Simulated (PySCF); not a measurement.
# ZnH⁺: spin, charge, geometry and surroundings

One physical setting of the base script is moved in each run, with the edits that it forces.

Computed with PySCF 2.14.0. Level: each script names its method and basis.

2 further runs of the same task are left out: 2 that didn't finish.

## 1. The system as given

ZnH⁺: 2 atoms, charge 1, spin multiplicity 1.

Bond lengths: Zn1–H2 1.449 Å.

## 2. The base run

Input file input.py:

```python
from pyscf import gto, scf

mol = gto.M(
    atom='Zn 0 0 0; H 0 0 1.449',
    basis='cc-pvdz',
    charge=1,
    spin=0,
    symmetry=True,
    verbose=3,
)
mf = scf.RHF(mol)
mf = mf.density_fit(auxbasis='def2-universal-jkfit')
mf.kernel()
mf.nuc_grad_method().kernel()
mf.dip_moment()
print('orbital energies (hartree):', mf.mo_energy[..., max(0, mol.nelec[1]-3):mol.nelec[0]+3].round(4))
```

Command:

```sh
> OMP_NUM_THREADS=1 python input.py
```

The log of this run is left out.

It gives: E(SCF) = -1778.105492 Eh, gradient on the second atom -0.0348 Eh/bohr.

The bond length is a typed value, not an optimised one. The dipole of an ion depends on the origin.

## 3. Bond 2.898 Å

Edit 1 changes bond length: 1.449 Å → 2.898 Å.

Input file input.py:

```python
from pyscf import gto, scf

mol = gto.M(
    atom='Zn 0 0 0; H 0 0 2.898',
    basis='cc-pvdz',
    charge=1,
    spin=0,
    symmetry=True,
    verbose=3,
)
mf = scf.RHF(mol)
mf = mf.density_fit(auxbasis='def2-universal-jkfit')
mf.kernel()
mf.nuc_grad_method().kernel()
mf.dip_moment()
print('orbital energies (hartree):', mf.mo_energy[..., max(0, mol.nelec[1]-3):mol.nelec[0]+3].round(4))
```

Command:

```sh
> OMP_NUM_THREADS=1 python input.py
```

## 4. Lengths in bohr

Edit 2 changes length unit: angstrom → bohr; bond length: 1.449 Å → 1.449 bohr.

Changes to input.py since step 2:

```diff
@@ -7,2 +7,3 @@
     spin=0,
+    unit='bohr',
     symmetry=True,
```

## 5. PCM, ε = 4.71

Edit 3 changes solvent: none (gas phase) → PCM, ε = 4.71.

Changes to input.py since step 2:

```diff
@@ -1,2 +1,2 @@
-from pyscf import gto, scf
+from pyscf import gto, scf, solvent
 
@@ -12,2 +12,4 @@
 mf = mf.density_fit(auxbasis='def2-universal-jkfit')
+mf = solvent.PCM(mf)
+mf.with_solvent.eps = 4.71
 mf.kernel()
```

## 6. PCM, ε = 32.6

Edit 4 changes solvent: none (gas phase) → PCM, ε = 32.6.

Changes to input.py since step 2:

```diff
@@ -1,2 +1,2 @@
-from pyscf import gto, scf
+from pyscf import gto, scf, solvent
 
@@ -12,2 +12,4 @@
 mf = mf.density_fit(auxbasis='def2-universal-jkfit')
+mf = solvent.PCM(mf)
+mf.with_solvent.eps = 32.6
 mf.kernel()
```

## 7. Bond 1.492 Å

Edit 5 changes bond length: 1.449 Å → 1.492 Å.

Changes to input.py since step 2:

```diff
@@ -3,3 +3,3 @@
 mol = gto.M(
-    atom='Zn 0 0 0; H 0 0 1.449',
+    atom='Zn 0 0 0; H 0 0 1.492',
     basis='cc-pvdz',
```

Before running it: what results should come out? Wanted: for each run, E(SCF); from base; gap.

As calculated:

| run | E(SCF) (hartree) | from base (eV) | gap (eV) |
| --- | --- | --- | --- |
| base | -1778.105492 | 0 | 12.12 |
| bond 2.898 Å | -1777.990898 | +3.1183 | 6.57 |
| lengths in bohr (poor choice) | -1777.502699 | not comparable | 13.34 |
| PCM, ε = 4.71 | -1778.256126 | -4.0989 | 12.79 |
| PCM, ε = 32.6 | -1778.293624 | -5.1193 | 13.02 |
| bond 1.492 Å | -1778.107641 | -0.0585 | 11.92 |

Of the runs whose energies can be compared, “PCM, ε = 32.6” moves the SCF energy most (-5.119 eV). A continuum solvent with ε = 4.71 lowers the energy by 4.099 eV, a large gain because the system is charged. A continuum solvent with ε = 32.6 lowers the energy by 5.119 eV, a large gain because the system is charged. The dearest run is “PCM, ε = 32.6”, at 3.6 s against 1.1 s. With bond 2.898 Å the frontier gap moves by over 1.5 eV, which can mean another electronic state rather than the bond length alone. Rows marked «poor choice» come from settings spoiled on purpose.
